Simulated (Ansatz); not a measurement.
# CH4GaS radical: one species, many methods

Aim: compute CH4GaS radical with functionals from several rungs and with coupled cluster. The yardstick is the atomisation energy at the CCSD(T) limit.

Computed with Ansatz 0.2.0, Gaussian basis. Level: functionals in def2-TZVPP, the program's frozen cores in correlated methods.

Levels to be run: LDA (SPW92), PBE-D4, revPBE-D4, BLYP-D4, r2SCAN-D4, B97M-V, PBE0-D4, B3LYP-D4, r2SCANh-D4, r2SCAN0-D4, HSE06-D4, BHLYP-D4, CAM-B3LYP-D4, LC-ωPBE, ωB97X-V, ωB97M-V, B2PLYP, PBE-QIDH; CCSD(T)/def2-SVP; CCSD(T)/def2-TZVPP; MP2/def2-QZVPP; extrapolation to the limit; RPA on PBE.

## Step 1: The geometry

The geometry comes from an earlier relaxation with PBE0-D4 in a triple-zeta def2 set; it is a stationary point, not always the lowest conformer.

SMILES `[CH3][Ga][SH]`, 7 atoms, charge 0, spin multiplicity 2.

Atoms are counted from 1 here; the program's logs count them from 0.

Bond lengths: C1–Ga2 1.996 Å, C1–H4 1.093 Å, C1–H5 1.093 Å, C1–H6 1.089 Å, Ga2–S3 2.240 Å, S3–H7 1.346 Å. Angles: Ga2–C1–H4 108.2°, Ga2–C1–H5 108.2°, Ga2–C1–H6 112.0°, H4–C1–H5 109.0°, H4–C1–H6 109.6°, H5–C1–H6 109.6°, C1–Ga2–S3 117.6°, Ga2–S3–H7 93.8°.

## Step 2: LDA

This LDA is Slater exchange with PW92 correlation.

in.yaml

```yaml
crystal:
  periodic: [false, false, false]
  atoms:
    - {symbol: C, position_ang: [-0.760743, 0.655146, -0.343876]}
    - {symbol: Ga, position_ang: [0.076859, -0.018660, 1.337916]}
    - {symbol: S, position_ang: [1.747295, -1.497752, 1.144607]}
    - {symbol: H, position_ang: [-1.160077, -0.200750, -0.893858]}
    - {symbol: H, position_ang: [0.016291, 1.134072, -0.945009]}
    - {symbol: H, position_ang: [-1.560223, 1.367189, -0.145029]}
    - {symbol: H, position_ang: [1.701898, -1.507345, -0.200552]}
basis:
  gaussian: {orbitals: def2-TZVPP}
magnetization: {spin_polarized: true, initial_magnetization: 1}
hamiltonian: {xc: lda}
output: {orbitals: {seedname: orbitals}}
```

Further steps of the session: PBE-D4 (GGA); revPBE-D4 (GGA); BLYP-D4 (GGA); r2SCAN-D4 (meta-GGA); B97M-V (meta-GGA); PBE0-D4 (hybrid); B3LYP-D4 (hybrid); r2SCANh-D4 (hybrid); r2SCAN0-D4 (hybrid); HSE06-D4 (hybrid); BHLYP-D4 (hybrid); CAM-B3LYP-D4 (range-separated); LC-ωPBE-D4 (range-separated); ωB97X-V (range-separated); ωB97M-V (range-separated); B2PLYP (double hybrid); PBE-QIDH (double hybrid); CCSD(T) in def2-SVP; CCSD(T) in def2-TZVPP; MP2 in def2-QZVPP; RPA on PBE orbitals.

Before running them: what should the planned runs give, taken together? Wanted: atomisation energy, CCSD(T)/CBS; farthest beyond LDA; mean size of error, GGA; mean size of error, meta-GGA; mean size of error, hybrid; mean size of error, range-separated; mean size of error, double hybrid; gap, smallest and largest; T1 diagnostic.

**Answer**, as computed:

| quantity | value |
| --- | --- |
| atomisation energy, CCSD(T)/CBS | 512.2 kcal/mol |
| functionals within 5.1 kcal/mol (1.0 %) | revPBE-D4, B97M-V, PBE0-D4, B3LYP-D4, r2SCANh-D4, r2SCAN0-D4, HSE06-D4, CAM-B3LYP-D4, LC-ωPBE, ωB97X-V, ωB97M-V, PBE-QIDH |
| farthest beyond LDA | BHLYP-D4 (-12.9 kcal/mol) |
| mean size of error, GGA | 5.8 kcal/mol |
| mean size of error, meta-GGA | 4.8 kcal/mol |
| mean size of error, hybrid | 3.8 kcal/mol |
| mean size of error, range-separated | 1.7 kcal/mol |
| mean size of error, double hybrid | 3.4 kcal/mol |
| gap, smallest and largest | 0.89 eV (LDA (SPW92)), 7.90 eV (LC-ωPBE) |
| T1 diagnostic | 0.0140 |
| triples share of the correlation energy | 4.2 % |

LDA overbinds by 70.7 kcal/mol (14 %). PBE-D4 misses by +7.3 kcal/mol. Double hybrids carry the basis error of their MP2 part in triple zeta, and no dispersion term here, so their miss is partly the set-up's. The rungs range-separated, double hybrid, hybrid, meta-GGA miss on average by less than the doubt on the reference (5.1 kcal/mol), so they tie. Misses under about 5.1 kcal/mol are within the doubt on the reference itself, which lacks core-valence correlation, relativity and higher excitations, and its outer-core shells are covered unevenly. Hartree-Fock recovers 74 % of the binding; the rest is correlation. CCSD(T) in def2-SVP is off by -29.7 kcal/mol, more than most functionals: a good method in a small basis is no reference. The gap grows from 0.9 to 7.9 eV across the functionals, mostly with the share of exact exchange. Correlated methods include outer-core shells of Ga, which these sets cover unevenly.
